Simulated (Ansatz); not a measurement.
**CH₉BO₂Si₂: up Jacob's ladder to CCSD(T)**

One table from this session's results is given with a row withheld; the runs are named, their logs left out.

The runs use Ansatz 0.2.0, Gaussian basis; functionals in def2-TZVPP, the program's frozen cores in correlated methods.

Plan: PBE-D4, r2SCAN-D4, PBE0-D4, B3LYP-D4, ωB97X-V, ωB97M-V, B2PLYP; CCSD(T)/def2-TZVPP; MP2/def2-QZVPP; extrapolation to the limit.

## Structure used throughout

The geometry comes from an earlier relaxation with PBE0-D4 in a triple-zeta def2 set; it is a stationary point, not always the lowest conformer.

SMILES `CB(O[SiH3])O[SiH3]`, 15 atoms, charge 0, spin multiplicity 1.

Atoms are counted from 1 here; the program's logs count them from 0.

Bond lengths: C1–B2 1.567 Å, C1–H7 1.091 Å, C1–H8 1.097 Å, C1–H9 1.091 Å, B2–O3 1.366 Å, B2–O5 1.365 Å, O3–Si4 1.641 Å, Si4–H10 1.484 Å, Si4–H11 1.483 Å, Si4–H12 1.488 Å, O5–Si6 1.641 Å, Si6–H13 1.484 Å, Si6–H14 1.482 Å, Si6–H15 1.488 Å. Angles: B2–C1–H7 112.3°, B2–C1–H8 108.9°, B2–C1–H9 112.2°, H7–C1–H8 106.7°, H7–C1–H9 109.6°, H8–C1–H9 106.8°, C1–B2–O3 119.3°, C1–B2–O5 119.3°, O3–B2–O5 121.4°, B2–O3–Si4 142.0°, O3–Si4–H10 109.9°, O3–Si4–H11 107.7°, O3–Si4–H12 110.7°, H10–Si4–H11 109.8°, H10–Si4–H12 109.4°, H11–Si4–H12 109.3°, B2–O5–Si6 142.1°, O5–Si6–H13 109.9° and more.

The first run:

Input file in.yaml:

```yaml
crystal:
  periodic: [false, false, false]
  atoms:
    - {symbol: C, position_ang: [-2.213087, -0.348189, -1.088671]}
    - {symbol: B, position_ang: [-0.822389, -0.104010, -0.408628]}
    - {symbol: O, position_ang: [0.311968, -0.165596, -1.166368]}
    - {symbol: Si, position_ang: [1.945863, -0.254451, -1.044413]}
    - {symbol: O, position_ang: [-0.769363, 0.139538, 0.933922]}
    - {symbol: Si, position_ang: [0.254376, 0.616389, 2.124047]}
    - {symbol: H, position_ang: [-3.020205, 0.183918, -0.582782]}
    - {symbol: H, position_ang: [-2.453791, -1.416406, -1.030111]}
    - {symbol: H, position_ang: [-2.207018, -0.083601, -2.147074]}
    - {symbol: H, position_ang: [2.535604, 1.101428, -1.168330]}
    - {symbol: H, position_ang: [2.434717, -1.116245, -2.147239]}
    - {symbol: H, position_ang: [2.345068, -0.850625, 0.258930]}
    - {symbol: H, position_ang: [0.806060, -0.571528, 2.821311]}
    - {symbol: H, position_ang: [-0.518916, 1.444342, 3.080247]}
    - {symbol: H, position_ang: [1.371094, 1.425035, 1.565169]}
basis:
  gaussian: {orbitals: def2-TZVPP}
hamiltonian: {xc: pbe, dispersion: d4}
output: {forces: true, orbitals: {seedname: orbitals}}
```

The run is started by

```console
$ ansatz run in.yaml --threads 2 --pin off --events-out ev --progress --plain --max-ram 32768MiB --backend cuda --devices 0, --max-vram 18GiB
```

Steps of the session up to this table: PBE-D4 (GGA); r2SCAN-D4 (meta-GGA); PBE0-D4 (hybrid); B3LYP-D4 (hybrid); ωB97X-V (range-separated); ωB97M-V (range-separated); B2PLYP (double hybrid); CCSD(T) in def2-TZVPP; MP2 in def2-QZVPP.

One of the session's tables, all rows but one given; the rest of the session is left out.

```
            method  atomisation energy (kJ/mol)
            PBE-D4                       5665.9
         r2SCAN-D4                       5669.2
           PBE0-D4                       5609.7
          B3LYP-D4                       5658.4
           ωB97X-V                            ?
           ωB97M-V                       5675.4
            B2PLYP                       5602.0
     HF/def2-TZVPP                       4326.7
    MP2/def2-TZVPP                       5596.5
   CCSD/def2-TZVPP                       5464.4
CCSD(T)/def2-TZVPP                       5524.8
           MP2/CBS                       5734.6
       CCSD(T)/CBS                       5662.8
```

Estimate the missing values for ωB97X-V.

As computed: atomisation energy (kJ/mol): 5678.1. In the column «atomisation energy (kJ/mol)» it lies between ωB97M-V (5675.4) and MP2/CBS (5734.6).
